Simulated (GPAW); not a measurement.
Runs of GPAW 26.7.0 on RuS. Symmetry: Pm-3m, No. 221, cubic system. The conventional cell has a = 3.032 Å, b = 3.032 Å, c = 3.032 Å, α = 90.00°, β = 90.00°, γ = 90.00°. Ru (site symmetry m-3m) has 8 S at 2.63 Å as nearest neighbours. S (site symmetry m-3m) is surrounded by 8 Ru at 2.63 Å. The cell comes from a database or a generator and needn't be the stable form of this composition.

```csv
level,spin,U,gap on the mesh (eV),pressure (GPa),moment (μB)
PBE+U,"collinear, ferromagnetic start",Ru d U = 5 eV,none,25.2,2.00
r2SCAN,"collinear, ferromagnetic start",-,none,-8.1,0.02
PBE+U,"collinear, zero start",Ru d U = 7 eV,none,-3.2,(a)
PBE+U,"collinear, random start",Ru d U = 5 eV,none,25.2,2.00
```

Alike in all rows: task single point; potentials or basis GPAW PAW data sets (gpaw-data 1.2.1), pw; cell as given; k mesh 6 × 6 × 6; cutoff (eV) 600; smearing gaussian 0.05 eV.

Fill in the values left out.

(a) 0.00.

Caveats: the PAW data sets were made with another functional, which shifts forces and pressure a little (some runs).

A k mesh can miss the band edges, and the runs leave out spin-orbit coupling on Ru.

A gap of «none» marks a metal or a gap under the smearing width.
